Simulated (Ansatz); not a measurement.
# AlFe3B: the cost of one run

Program: Ansatz 0.2.0. Level of theory: DFT LDA, scalar-relativistic, plane waves, PAW. These are calculated values, not measurements.

**1. Starting point**

The structure is cubic, space group Pm-3m (No. 221). Conventional cell: a = 3.822 Å, b = 3.822 Å, c = 3.822 Å, α = 90.00°, β = 90.00°, γ = 90.00°. Al (site symmetry m-3m) is surrounded by 12 Fe at 2.70 Å. Fe (site symmetry 4/mmm) has 2 B at 1.91 Å as nearest neighbours. B (site symmetry m-3m) is surrounded by 6 Fe at 1.91 Å.

Structure file:

```cif
data_structure
_symmetry_space_group_name_H-M 'Pm-3m'
_symmetry_Int_Tables_number 221
_cell_length_a 3.8223
_cell_length_b 3.8223
_cell_length_c 3.8223
_cell_angle_alpha 90.000
_cell_angle_beta 90.000
_cell_angle_gamma 90.000
_cell_volume 55.84
loop_
_atom_site_label
_atom_site_type_symbol
_atom_site_symmetry_multiplicity
_atom_site_Wyckoff_symbol
_atom_site_fract_x
_atom_site_fract_y
_atom_site_fract_z
_atom_site_occupancy
Al1 Al 1 b 0.50000 0.50000 0.50000 1
Fe1 Fe 3 d 0.50000 0.00000 0.00000 1
B1 B 1 a 0.00000 0.00000 0.00000 1
```

The structure comes from the Materials Project (structure only).

**2. Functional and cell changed: LDA**

What differs from the listed cell: strain xx, yy, zz, yz, xz, xy = +4.6, +4.6, +4.6, +0.0, +0.0, +0.0 %.

Contents of input.yaml:

```yaml
crystal:
  lattice:
    - [3.9987221603, 0.0, 0.0]
    - [0.0, 3.9987221603, 0.0]
    - [0.0, 0.0, 3.9987221603]
  atoms:
    - { symbol: Al, position: [0.5, 0.5, 0.5] }
    - { symbol: Fe, position: [0.5, 0.0, 0.0], spin: 4.0 }
    - { symbol: Fe, position: [0.0, 0.5, 0.0], spin: 4.0 }
    - { symbol: Fe, position: [0.0, 0.0, 0.5], spin: 4.0 }
    - { symbol: B, position: [0.0, 0.0, 0.0] }
basis:
  ecutwfc: 420
kpoints:
  mp_grid: { grid: [10, 10, 10] }
hamiltonian:
  xc: lda
scf:
  occupations: { method: gaussian, width: 0.1 }
output:
  forces: true
  stress: true
  eigenvalues: true
  populations: true
magnetization:
  spin_polarized: true
```

The run is started by

```bash
$ ansatz run input.yaml --threads 1 --pin off --max-ram 2560MiB --backend cpu --events-out ev --progress --plain --runs-dir out
```

Q: Estimate wall time and peak memory on 1 thread of an x86-64 CPU, shared host.

About 54 s, with a peak of 0.53 GiB.
